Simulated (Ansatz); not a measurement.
Nudged elastic band run: Be₁₆H

input.yaml

```yaml
crystal:
  lattice:
    - [-2.29, -3.966396, 0.0]
    - [3.435, -1.983198, 0.0]
    - [0.0, 0.0, 7.17686]
  atoms:
    - { symbol: Be, position: [0.75026004, 0.49436772, 0.00247718] }
    - { symbol: Be, position: [0.49906641, 0.33230469, 0.25094196] }
    - { symbol: Be, position: [0.75023428, 0.5074063, 0.49723766] }
    - { symbol: Be, position: [0.49255003, 0.33685808, 0.75372981] }
    - { symbol: Be, position: [0.49906454, -0.00193736, -0.00015299] }
    - { symbol: Be, position: [0.25023045, 0.82944703, 0.24735938] }
    - { symbol: Be, position: [0.49252268, -0.00647587, 0.49709644] }
    - { symbol: Be, position: [0.25026389, 0.82951939, 0.75065137] }
    - { symbol: Be, position: [0.25025365, 0.50095692, 0.00343352] }
    - { symbol: Be, position: [0.001433, 0.332305, 0.25094215] }
    - { symbol: Be, position: [0.25026178, 0.5008861, 0.50013802] }
    - { symbol: Be, position: [0.00793515, 0.33688725, 0.75368713] }
    - { symbol: Be, position: [0.00144211, -0.0019431, -0.00016948] }
    - { symbol: Be, position: [0.75023783, 0.83594966, 0.24831384] }
    - { symbol: Be, position: [0.00794128, -0.00644616, 0.49707917] }
    - { symbol: Be, position: [0.75024204, 0.82291104, 0.75358031] }
    - { symbol: H, position: [0.75032214, 0.16504651, 0.62534002] }
basis:
  ecutwfc: 420.0
kpoints:
  mp_grid: { grid: [5, 6, 4] }
hamiltonian:
  xc: pbe
  dispersion: d3bj
scf:
  occupations: { method: fermi_dirac, width: 0.15 }
  lower_state_search: "off"
neb:
  images: 5
  f_tol: 0.05
  initial_path: idpp
  max_iterations: 34
  final_atoms:
    - { symbol: Be, position: [0.74992269, 0.50877841, 0.00313413] }
    - { symbol: Be, position: [0.49898212, 0.33375766, 0.24947195] }
    - { symbol: Be, position: [0.75004754, 0.49586926, 0.49791705] }
    - { symbol: Be, position: [0.49223349, 0.33809548, 0.74675876] }
    - { symbol: Be, position: [0.49227199, -0.00470123, 0.00326074] }
    - { symbol: Be, position: [0.25011496, 0.83088545, 0.25305085] }
    - { symbol: Be, position: [0.49898635, -0.00039718, 0.50058914] }
    - { symbol: Be, position: [0.25026866, 0.83064949, 0.7497227] }
    - { symbol: Be, position: [0.25027183, 0.50276113, 0.00032418] }
    - { symbol: Be, position: [0.00124083, 0.33375824, 0.24948794] }
    - { symbol: Be, position: [0.25011561, 0.50255612, 0.4969794] }
    - { symbol: Be, position: [0.00768341, 0.33839562, 0.74676171] }
    - { symbol: Be, position: [0.00764506, -0.00500813, 0.00325977] }
    - { symbol: Be, position: [0.75004692, 0.8374231, 0.25213121] }
    - { symbol: Be, position: [0.00123684, -0.00039847, 0.50057453] }
    - { symbol: Be, position: [0.74992236, 0.82445979, 0.74687846] }
    - { symbol: H, position: [0.75185405, 0.16683218, 0.87527366] }
  order_check: true
```

Launched with:

```bash
$ ansatz run input.yaml --threads 2 --pin off --max-ram 5120MiB --backend cpu --events-out ev --progress --plain --runs-dir out
```

Output, in part (warnings, iteration lines):

```
NEB end point (image 0): max|allowed force component| = 5.493e-3 eV/Å (the criterion of neb.relax_end_points is 1.000e-2)
NEB end point (image 6): max|allowed force component| = 1.481e-2 eV/Å (the criterion of neb.relax_end_points is 1.000e-2)
NEB iter   1: max|band force component| = 1.381e0 eV/Å  barrier→ = 0.6746 eV  barrier← = 0.6745 eV  Δτ_max = 0.0627 Å  (42 SCF iters)
NEB iter   2: max|band force component| = 8.268e-1 eV/Å  barrier→ = 0.5537 eV  barrier← = 0.5536 eV  Δτ_max = 0.1441 Å  (25 SCF iters)
NEB iter   3: max|band force component| = 8.396e-1 eV/Å  barrier→ = 0.5206 eV  barrier← = 0.5204 eV  Δτ_max = 0.0724 Å  (28 SCF iters)
NEB iter   4: max|band force component| = 2.342e-1 eV/Å  barrier→ = 0.4903 eV  barrier← = 0.4902 eV  CI = image 3  Δτ_max = 0.0182 Å  (25 SCF iters)
NEB iter   5: max|band force component| = 1.019e-1 eV/Å  barrier→ = 0.4860 eV  barrier← = 0.4859 eV  CI = image 3  Δτ_max = 0.0428 Å  (25 SCF iters)
NEB iter   6: max|band force component| = 1.383e-1 eV/Å  barrier→ = 0.4831 eV  barrier← = 0.4830 eV  CI = image 3  Δτ_max = 0.0216 Å  (25 SCF iters)
NEB iter   7: max|band force component| = 1.102e-1 eV/Å  barrier→ = 0.4803 eV  barrier← = 0.4802 eV  CI = image 3  Δτ_max = 0.0201 Å  (25 SCF iters)
NEB iter   8: max|band force component| = 3.288e-2 eV/Å  barrier→ = 0.4794 eV  barrier← = 0.4793 eV  CI = image 3  CI's point: of a kind that is not told: the force calls were inconclusive, a negative curvature could not be distinguished from the path's own, the only one lies far off the path, or fixed occupations may fill a level only in part  Δτ_max = 0.0000 Å  (178 SCF iters)
```

The run converged. By the program's own check the climbing image is of a kind that is not told: the force calls were inconclusive, a negative curvature could not be distinguished from the path's own, the only one lies far off the path, or fixed occupations may fill a level only in part (lowest curvatures found: -3.01 and 2.06 eV/Å²). Limits of this set-up: coarse k mesh, odd electron count without spin, a small cell, in which the defect meets its images.

Final band:

| image | path coordinate (Å) | energy (eV) |
| --- | --- | --- |
| 0 | 0.00 | 0.00 |
| 1 | 0.30 | 0.12 |
| 2 | 0.59 | 0.36 |
| 3 | 0.89 | 0.48 |
| 4 | 1.19 | 0.36 |
| 5 | 1.48 | 0.12 |
| 6 | 1.78 | 0.00 |

Time of the run: 17 min on 2 threads of AMD EPYC 7R43 64-Core Processor (Zen 3), with other jobs on the host, peak memory 1.4 GiB.
